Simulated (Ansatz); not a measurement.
# Ti (hcp type): the cost of one run

Program: Ansatz 0.2.0. Level of theory: DFT PBE, with the methods named in each step. These are calculated values, not measurements.

## 1. The system as given

It takes space group P6_3/mmc (No. 194, hexagonal). The conventional cell has a = 2.940 Å, b = 2.940 Å, c = 4.648 Å, α = 90.00°, β = 90.00°, γ = 120.00°. Ti (site symmetry -6m2) is surrounded by 12 Ti at 2.88 to 2.94 Å.

Structure file:

```cif
data_structure
_symmetry_space_group_name_H-M 'P6_3/mmc'
_symmetry_Int_Tables_number 194
_cell_length_a 2.9399
_cell_length_b 2.9399
_cell_length_c 4.6479
_cell_angle_alpha 90.000
_cell_angle_beta 90.000
_cell_angle_gamma 120.000
_cell_volume 34.79
loop_
_atom_site_label
_atom_site_type_symbol
_atom_site_symmetry_multiplicity
_atom_site_Wyckoff_symbol
_atom_site_fract_x
_atom_site_fract_y
_atom_site_fract_z
_atom_site_occupancy
Ti1 Ti 2 d 0.33333 0.66667 0.75000 1
```

The file gives the conventional cell by its symmetry; the runs use the cell typed in the input.

Atoms are numbered in the order of the input: Ti1, Ti2.

## 2. Bulk in the slab's orientation, LAPW

The input, input.yaml:

```yaml
crystal:
  lattice:
    - [1.4699736201, -2.5460689957, 0.0]
    - [1.46997362, 2.5460689957, 0.0]
    - [0.0, 0.0, 4.6478695218]
  atoms:
    - { symbol: Ti, position: [0.666666667, 0.333333333, 0.25] }
    - { symbol: Ti, position: [0.333333333, 0.666666667, 0.75] }
kpoints:
  mp_grid: { grid: [13, 13, 7] }
scf:
  occupations: { method: fermi_dirac, width: 0.05 }
hamiltonian:
  xc: pbe
  pseudopotentials: { kind: all_electron, lapw: { basis_error: 0.001 } }
output:
  forces: true
  stress: true
  eigenvalues: true
```

Launch:

```console
> ansatz run input.yaml --threads 3 --pin off --max-ram 8192MiB --backend cpu --events-out ev --progress --plain --runs-dir out
```

What time and memory should one allow on 3 threads of Arm Neoverse V1, shared host?

About 3.4 s, with a peak of 0.32 GiB.
